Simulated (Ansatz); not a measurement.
# C2HClFI: the cost of one run

Program: Ansatz 0.2.0. Level of theory: RKS r2SCAN-D4/def2-SVP. These are calculated values, not measurements.

### 1 The system as given

Bond lengths: F1–C2 1.293 Å, C2–Cl3 1.700 Å, C2–C4 1.389 Å, C4–I5 2.073 Å, C4–H6 1.011 Å. Angles: F1–C2–Cl3 116.8°, F1–C2–C4 124.2°, Cl3–C2–C4 119.0°, C2–C4–I5 119.9°, C2–C4–H6 122.2°, I5–C4–H6 117.9°.

As a file:

```xyz
6

F    -1.6289   -0.0544    0.5534
C    -0.3465   -0.2204    0.5629
Cl    0.3211   -0.9597    1.9411
C     0.4965    0.1559   -0.4744
I    -0.2930    1.0245   -2.1833
H     1.4929   -0.0099   -0.4459
```

### 2 Relaxing end A

File input.yaml:

```yaml
crystal:
  periodic: [false, false, false]
  atoms:
    - { symbol: F, position_ang: [-1.6289, -0.0544, 0.5534] }
    - { symbol: C, position_ang: [-0.3465, -0.2204, 0.5629] }
    - { symbol: Cl, position_ang: [0.3211, -0.9597, 1.9411] }
    - { symbol: C, position_ang: [0.4965, 0.1559, -0.4744] }
    - { symbol: I, position_ang: [-0.293, 1.0245, -2.1833] }
    - { symbol: H, position_ang: [1.4929, -0.0099, -0.4459] }
basis:
  gaussian: { orbitals: def2-SVP }
hamiltonian:
  xc: r2scan
  dispersion: d4
relax:
  f_tol: 0.015
  max_steps: 40
```

Started as:

```console
$ ansatz run input.yaml --threads 2 --pin off --max-ram 3072MiB --backend cpu --events-out ev --progress --plain --runs-dir out
```

**Question.** How long does this run take on 2 threads of Intel Xeon Platinum 8488C (Sapphire Rapids), shared host, and how much memory does it need?

About 16 s, with a peak of 0.19 GiB.
